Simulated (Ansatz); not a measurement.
# CuMoF6 (P-1): one cell under locks on the spin (series 2)

Aim: hold or release the moments of CuMoF6 (P-1) in several ways at one fixed cell, and compare the energies. Cell and atoms stay fixed.

Computed with Ansatz 0.2.0 (DFT PBEsol+U (U_eff = 6 eV on Mo d), plane waves, PAW, unless a step's input says otherwise).

**1. The system as given**

It takes space group P-1 (No. 2, triclinic). The conventional cell has a = 4.920 Å, b = 5.034 Å, c = 5.438 Å, α = 63.20°, β = 89.10°, γ = 61.28°. Cu (site symmetry -1) has 6 F at 1.93 to 2.21 Å in its first shell of neighbours. Mo (site symmetry -1) has 6 F at 1.91 to 1.99 Å in its first shell of neighbours. Around F (site symmetry 1) lie 1 Cu at 1.93 Å and 1 Mo at 1.99 Å. Around F (site symmetry 1) lie 1 Mo at 1.91 Å and 1 Cu at 2.21 Å. Around F (site symmetry 1) lie 1 Mo at 1.94 Å and 1 Cu at 2.00 Å.

As a file:

```
Cu Mo F
1.0
     4.91990    0.00000    0.00000
     2.41900    4.41491    0.00000
     0.08564    2.74920    4.69120
Cu Mo F
1 1 6
Direct
  0.00000 0.00000 0.00000
  0.50000 0.00000 0.50000
  0.75672 0.85075 0.24971
  0.24328 0.14925 0.75029
  0.58078 0.53806 0.73545
  0.41922 0.46194 0.26455
  0.12026 0.12914 0.26093
  0.87974 0.87086 0.73907
```

The runs: total moment locked at zero, no site moments, 0.00 μB per cell; no spin polarisation; total moment locked, 0.25 μB per cell; ferromagnetic start, free, default search; site moments held (series factor 1.05; the input gives the size).

An earlier series on this cell reached its lowest free state from «ferromagnetic start, free, symmetry kept, no search», perhaps among other starts.

**2. Total moment locked at zero, no site moments, 0.00 μB per cell**

input.yaml

```yaml
crystal:
  lattice:
    - [4.91990023, 0.0, 0.0]
    - [2.41900324, 4.41491178, 0.0]
    - [0.0856375, 2.74919871, 4.69120435]
  atoms:
    - { symbol: Cu, position: [0.0, 0.0, 0.0] }
    - { symbol: Mo, position: [0.5, 0.0, 0.5] }
    - { symbol: F, position: [0.75672296, 0.85074599, 0.24971316] }
    - { symbol: F, position: [0.24327704, 0.14925401, 0.75028684] }
    - { symbol: F, position: [0.5807794, 0.53806053, 0.73544863] }
    - { symbol: F, position: [0.4192206, 0.46193947, 0.26455137] }
    - { symbol: F, position: [0.12025522, 0.12914197, 0.26092788] }
    - { symbol: F, position: [0.87974478, 0.87085803, 0.73907212] }
basis:
  ecutwfc: 420
  ecutrho_ratio: 4
kpoints:
  mp_grid: { grid: [5, 5, 4] }
hamiltonian:
  xc: pbesol
  hubbard: { sites: [{ site: 1, l: d, u_eff: 6.0 }] }
scf:
  occupations: { method: gaussian, width: 0.05 }
  lower_state_search: "off"
  max_iter: 150
output:
  forces: true
  stress: true
  eigenvalues: true
  populations: true
  hubbard: { sites: [{ site: 1, l: d }] }
magnetization:
  spin_polarized: true
  initial_magnetization: 0.0
  spin_locking: { lock_magnetization: hard }
```

The lock stays on to the end, so the result is a constrained state unless its moments die out.

Command:

```bash
> ansatz run input.yaml --threads 4 --pin off --max-ram 6144MiB --backend cpu --events-out ev --progress --plain --runs-dir out
```

The program printed, cut to the lines that bear on the results:

```text
Warning: output.stress: scf.convergence.dr2_threshold = 1e-7 eV (the SCF's general default) is looser than the 8e-10 eV advised for a printed stress (1e-10 eV for each atom of the cell: 8). What an SCF threshold leaves in a stress goes as its square root, and in the free energy as the [...]
Warning: RAYON_NUM_THREADS=4 ignored (pool sized by the plan → 4); use --threads N
Cu: projections on atomic orbitals take those of the free atom [Ne] 3s2 3p6 3d10 4s1, of charge +0.00 (hamiltonian.pseudopotentials.projection_atoms); the dataset's partial waves leave at most 2.0e-6 of an orbital's norm unspanned inside its sphere
Mo: projections on atomic orbitals take those of the free atom [Ar 3d10] 4s2 4p6 4d5 5s1, of charge +0.00 (hamiltonian.pseudopotentials.projection_atoms); the dataset's partial waves leave at most 6.0e-6 of an orbital's norm unspanned inside its sphere
[...]
     0     Cu     17.8416     0.0000
     1     Mo     12.0983     0.0000
     2      F      7.4815     0.0000
     3      F      7.4815     0.0000
     4      F      7.4391     0.0000
     5      F      7.4391     0.0000
     6      F      7.4599     0.0000
     7      F      7.4599     0.0000
  spilling = 0.003989 (of n_electrons = 75.000000)
--- Occupation matrices: 1 shell (run DFT+U table (all-electron-ortho-atomic); ε = 6.61e-3) ---
  Mo1 d_4D: site group Ci (-1)
  Mo1 d_4D up     Tr n = 1.8878  λ = 0.208 0.220 0.273 0.307 0.879  [z2 0.83 (T2g 1.00) Ag(1.00) | xy 0.47 (T2g 0.96) Ag(1.00) | xz 0.57 (Eg 0.95) Ag(1.00) | yz 0.43 (Eg 1.00) Ag(1.00) | x2-y2 0.36 (T2g 0.99) Ag(1.00)]
  Mo1 d_4D dn     Tr n = 1.8878  λ = 0.208 0.220 0.273 0.307 0.879  [z2 0.83 (T2g 1.00) Ag(1.00) | xy 0.47 (T2g 0.96) Ag(1.00) | xz 0.57 (Eg 0.95) Ag(1.00) | yz 0.43 (Eg 1.00) Ag(1.00) | x2-y2 0.36 (T2g 0.99) Ag(1.00)]
  Tr n, λ and their labels are of the run-group-symmetrised matrices; stabiliser: 4 of 4 elements of G0×{1,Θ} (closed), max defect 6.6e-16 at τ = 1.4e-3
```

It took 8.6 s on 4 threads of Arm Neoverse V2, shared host; peak memory 0.77 GiB.

End state: no gap, pressure 0.0 GPa, no moment over 0.05 μB in any sphere, largest force component 0.75 eV/Å, 2 symmetry operations imposed.

The shells' filling, with natural orbitals sorted by occupation:

```tsv
shell	channel	electrons	over 0.8	0.2 to 0.8	under 0.2
Mo 4d (atom 2)	up	1.89	1	4	0
Mo 4d (atom 2)	down	1.89	1	4	0
```

**3. No spin polarisation**

Edit input.yaml of step 2 so:

```diff
@@ -32,5 +32 @@
   hubbard: { sites: [{ site: 1, l: d }] }
-magnetization:
-  spin_polarized: true
-  initial_magnetization: 0.0
-  spin_locking: { lock_magnetization: hard }
```

Command:

```bash
> ansatz run input.yaml --threads 4 --pin off --max-ram 6144MiB --backend cpu --events-out ev --progress --plain --runs-dir out
```

The program printed, cut to the lines that bear on the results:

```text
Warning: RAYON_NUM_THREADS=4 ignored (pool sized by the plan → 4); use --threads N
Cu: projections on atomic orbitals take those of the free atom [Ne] 3s2 3p6 3d10 4s1, of charge +0.00 (hamiltonian.pseudopotentials.projection_atoms); the dataset's partial waves leave at most 2.0e-6 of an orbital's norm unspanned inside its sphere
[...]
     6      F      7.4599
     7      F      7.4599
  spilling = 0.003989 (of n_electrons = 75.000000)
--- Occupation matrices: 1 shell (run DFT+U table (all-electron-ortho-atomic); ε = 2.00e-2, under-converged) ---
  Mo1 d_4D: site group Ci (-1)
  Mo1 d_4D -      Tr n = 1.8878  λ = 0.208 0.220 0.273 0.307 0.879  [2× z2 0.46 (T2g 0.98) Ag(1.00) | xz 0.57 (Eg 0.95) Ag(1.00) | yz 0.43 (Eg 1.00) Ag(1.00) | x2-y2 0.36 (T2g 0.99) Ag(1.00)]
  Tr n, λ and their labels are of the run-group-symmetrised matrices; stabiliser: 4 of 4 elements of G0×{1,Θ} (closed), max defect 6.6e-16 at τ = 2.2e-2
```

Wall time 9.8 s (4 threads of Arm Neoverse V2, shared host); peak memory 0.68 GiB.

Result: no gap, pressure 0.0 GPa, no moment over 0.05 μB in any sphere, largest force component 0.75 eV/Å, 2 symmetry operations imposed.

How the shells are filled (orbitals counted by the eigenvalues of the occupation matrices):

```tsv
shell	channel	electrons	over 0.8	0.2 to 0.8	under 0.2
Mo 4d (atom 2)	each spin	1.89	1	4	0
```

**4. Total moment locked, 0.25 μB per cell**

Edit input.yaml of step 3 so:

```diff
@@ -7,3 +7,3 @@
     - { symbol: Cu, position: [0.0, 0.0, 0.0] }
-    - { symbol: Mo, position: [0.5, 0.0, 0.5] }
+    - { symbol: Mo, position: [0.5, 0.0, 0.5], spin: 0.25 }
     - { symbol: F, position: [0.75672296, 0.85074599, 0.24971316] }
@@ -32 +32,5 @@
   hubbard: { sites: [{ site: 1, l: d }] }
+magnetization:
+  spin_polarized: true
+  initial_magnetization: 0.25
+  spin_locking: { lock_magnetization: hard }
```

The lock stays on to the end, so the result is a constrained state unless its moments die out.

Command:

```bash
> ansatz run input.yaml --threads 4 --pin off --max-ram 6144MiB --backend cpu --events-out ev --progress --plain --runs-dir out
```

The program printed, cut to the lines that bear on the results:

```text
Warning: output.stress: scf.convergence.dr2_threshold = 1e-7 eV (the SCF's general default) is looser than the 8e-10 eV advised for a printed stress (1e-10 eV for each atom of the cell: 8). What an SCF threshold leaves in a stress goes as its square root, and in the free energy as the [...]
Warning: RAYON_NUM_THREADS=4 ignored (pool sized by the plan → 4); use --threads N
[...]
--- Occupation matrices: 1 shell (run DFT+U table (all-electron-ortho-atomic); ε = 5.00e-3) ---
  Mo1 d_4D: site group Ci (-1)
  Mo1 d_4D up     Tr n = 1.8386  λ = 0.156 0.209 0.276 0.300 0.898  [x2-y2 0.62 (T2g 1.00) Ag(1.00) | z2 0.63 (T2g 1.00) Ag(1.00) | xz 0.37 (Eg 1.00) Ag(1.00) | yz 0.39 (Eg 1.00) Ag(1.00) | z2 0.37 (T2g 1.00) Ag(1.00)]
  Mo1 d_4D dn     Tr n = 1.9004  λ = 0.163 0.213 0.272 0.303 0.950  [z2 0.43 (T2g 1.00) Ag(1.00) | z2 0.57 (T2g 1.00) Ag(1.00) | xz 0.41 (Eg 1.00) Ag(1.00) | yz 0.38 (Eg 1.00) Ag(1.00) | x2-y2 0.55 (T2g 1.00) Ag(1.00)]
  Tr n, λ and their labels are of the run-group-symmetrised matrices; stabiliser: 2 of 4 elements of G0×{1,Θ} (closed), max defect 5.8e-16 at τ = 1.1e-3
```

Wall time 35 s (4 threads of Arm Neoverse V2, shared host); peak memory 0.8 GiB.

End state: no gap, pressure 1.3 GPa, moments in spheres Cu 0.27 μB, largest force component 0.16 eV/Å, 2 symmetry operations imposed.

The shells' filling, with natural orbitals sorted by occupation:

```tsv
shell	channel	electrons	over 0.8	0.2 to 0.8	under 0.2
Mo 4d (atom 2)	up	1.84	1	3	1
Mo 4d (atom 2)	down	1.90	1	3	1
```

(Part 1 of 3 ends here.)
